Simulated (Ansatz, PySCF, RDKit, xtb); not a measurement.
**CH4SiTe: from the formula to a structure**

Given the formula CH4SiTe and nothing else, which arrangement of the atoms is the most stable in the gas at 298.15 K, and what are its properties?

Plan: many cheap relaxations first (GFN2-xTB), then density-functional screening, relaxation at PBE-D3(BJ)/def2-SVP, vibrations and a final energy. The numbers are computed, not measured.

3 further runs of the same task are left out: 3 set aside as unsound or not needed.

**1. Possible bonding patterns**

All bonding patterns within simple valence rules are listed by program: one Lewis structure each, at most two rings and one unusual centre or charged pair. O–O, O–halogen and N–halogen bonds and N–N–N chains are not drawn. That gives 22 candidates.

c013 C1[SiH]=[TeH]1; c047 [SiH]C[TeH] (triplet); c054 C[TeH]=[Si]; c065 C#[SiH-][TeH2+]; c090 [SiH3]C#[TeH]; c195 C[Si]#[TeH]; c222 [SiH]C[TeH]; c354 [CH][SiH2][TeH]; c374 C[TeH]=[Si] (triplet); c468 C#[Te][SiH3]; c525 C=[TeH]#[SiH]; c614 C=[SiH][TeH]; c638 C=[Te]=[SiH2]; c663 C1=[TeH][SiH2]1; c731 C#[TeH]=[SiH2]; c754 [SiH2]=C[TeH]; c767 C=[Si-][TeH2+]; c869 [CH][SiH2][TeH] (triplet); c925 [SiH3]C=[Te]; c939 C[SiH]=[Te]; c956 C1[SiH2][Te]1; c974 C[Te]#[SiH].

Candidates are built by distance geometry, with a force field where one applies, in up to four conformers (letters a to d). 6 starts with atoms placed at random are added, to find patterns that the rules miss.

Q: Predict the outcome of this search (final energies at CCSD(T)/def2-TZVP).

| quantity | value |
| --- | --- |
| lowest structure found | C[SiH]=[Te], singlet, Cs |
| next finalist | C1[SiH2][Te]1, singlet, 13.5 kcal/mol higher in G |
| share at equilibrium, among the finalists | 100.0 % |
| harmonic wavenumbers, lowest and highest (PBE-D3(BJ)/def2-SVP) | 105 and 3104 cm⁻¹ |
| rotational constants, same geometry | 0.7717, 0.06049, 0.0567 cm⁻¹ |
| dipole moment (PBE0/def2-TZVPD) | 3.08 D |
| HOMO energy (PBE0/def2-TZVPD) | -6.14 eV |
| LUMO energy (PBE0/def2-TZVPD) | -2.46 eV |
| HOMO–LUMO gap (PBE0/def2-TZVPD) | 3.68 eV |
| lowest excitation (TD-PBE0/def2-SVPD) | 2.26 eV (f = 0.000) |
| strongest of the states computed, same level | 3.88 eV (f = 0.114) |
| lowest triplet excitation, same level, Tamm-Dancoff | 1.97 eV |
| vertical ionisation energy | 8.05 eV |
| vertical electron affinity | 0.83 eV |
| vertical triplet less singlet | +1.99 eV |

The search ends on `C[SiH]=[Te]`. Among the finalists first place is clear (13.5 kcal/mol); structures outside the list aren't covered. GFN2-xTB, HF/STO-3G, r2SCAN-D4/def2-SVP, PBE-D3(BJ)/def2-SVP, HF/def2-TZVP and MP2/def2-TZVP already put its bonding pattern lowest among the structures in one piece. Spin-orbit coupling, which matters for elements this heavy, is left out. The search is not exhaustive (a finite list of starts, one conformer a finalist), so a lower isomer can't be ruled out. Patterns outside the rules of the enumeration were met only by chance.
